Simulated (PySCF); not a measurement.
# C6H15AlO (AlMe2(OtBu)): the cost of one run

Computed with PySCF 2.14.0, with density-fitted response routines of our own, on a single molecule in the gas phase. Atoms count from 0, in the outputs and in this text.

## 1. Starting geometry

23 atoms, charge 0, multiplicity 1; geometry from: GFN2-xTB. The atoms were then displaced at random by about 0.03 Å, so the start is not that level's minimum.

Bonds of the start (Å): Al0–C1 1.92, Al0–C5 2.11, Al0–O9 1.62, C1–H2 1.07, C1–H3 1.17, C1–H4 1.09, C5–H6 1.07, C5–H7 1.08, C5–H8 1.13, O9–C10 1.41, C10–C11 1.56, C10–C12 1.49, C10–C13 1.56, C11–H14 1.14, C11–H15 1.11, C11–H16 1.05, C12–H17 1.16, C12–H18 1.08, C12–H19 1.10, C13–H20 1.12, C13–H21 0.98, C13–H22 1.08.

## 2. Relaxing the molecule at PBE0-D3(BJ)/def2-SVP

The job: settings as JSON, then the geometry in Å.

```
{"job": {"xc": "PBE0", "basis": "def2-SVP", "d3": "d3bj", "grid": 1, "maxiter": 40, "shake": 0.03, "kind": "geom"}, "charge": 0, "multiplicity": 1}
Al     0.827320     1.196900     0.886770
C      2.686460     1.047980     1.321740
H      3.006790     1.824580     1.984170
H      3.431600     1.111150     0.423360
H      2.893550     0.071380     1.761440
C     -0.351460     2.887740     1.339410
H     -1.217310     2.584240     1.890330
H     -0.629250     3.421410     0.436600
H      0.192670     3.609910     2.022580
O      0.028410     0.045000     0.072470
C     -0.613350    -0.987320    -0.636870
C      0.461370    -1.647660    -1.556430
C     -1.227700    -1.966320     0.308410
C     -1.776900    -0.381180    -1.479320
H     -0.025900    -2.492590    -2.138650
H      0.848690    -0.875780    -2.247990
H      1.266060    -2.012640    -0.983060
H     -0.360160    -2.376770     0.961550
H     -1.640810    -2.838850    -0.175220
H     -1.933780    -1.489450     1.010190
H     -1.377330     0.349690    -2.222480
H     -2.419210     0.043360    -0.874160
H     -2.212480    -1.135150    -2.126570
```

On the command line:

```bash
$ OMP_NUM_THREADS=2 python probes_run.py task.json out
```

One launch serves the whole session: the jobs run in the order shown.

**Question.** How long does this first job take on 2 threads of Intel Xeon Platinum 8375C at 2.90GHz, shared host, and how much memory does it need?

About 3.3 min, with a peak of 0.89 GiB.
